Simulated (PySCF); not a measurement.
# C9H10N2 (4-(dimethylamino)benzonitrile): the cost of one run

Computed with PySCF 2.14.0 and routines of our own; the level stands in each step. Atoms count from 0.

## (1) The system as given

21 atoms, charge 0, multiplicity 1; geometry from: GFN2-xTB.

## (2) Geometry optimisation at PBE0-D3(BJ)/def2-SVP

Job settings and geometry (Å):

```
{"job": {"xc": "PBE0", "basis": "def2-SVP", "d3": "d3bj", "grid": 2, "kind": "geom"}, "charge": 0, "multiplicity": 1}
C     -2.354161     0.673931    -0.941020
N     -1.561329     0.168511     0.152335
C     -2.218645    -0.184305     1.386355
C     -0.210722     0.023533     0.020454
C      0.577547    -0.471182     1.075479
C      1.938042    -0.616160     0.942286
C      2.577895    -0.274079    -0.251116
C      3.970654    -0.423142    -0.386739
N      5.107386    -0.544852    -0.497119
C      1.808046     0.218096    -1.307387
C      0.447427     0.363466    -1.175611
H     -3.398855     0.716678    -0.643419
H     -2.277369     0.025253    -1.819190
H     -2.040370     1.683477    -1.223927
H     -3.285767     0.002090     1.296212
H     -1.839090     0.412321     2.221565
H     -2.077725    -1.243794     1.621428
H      0.123468    -0.746872     2.012679
H      2.522669    -0.998232     1.766428
H      2.291529     0.485633    -2.235727
H     -0.109551     0.746571    -2.014438
```

On the command line:

```sh
OMP_NUM_THREADS=1 python excited_run.py task.json out
```

This one command runs all jobs of the session in turn.

**Question.** How long does this first job take on 1 thread of Arm Neoverse V1, shared host, and how much memory does it need?

About 2 min, with a peak of 0.94 GiB.
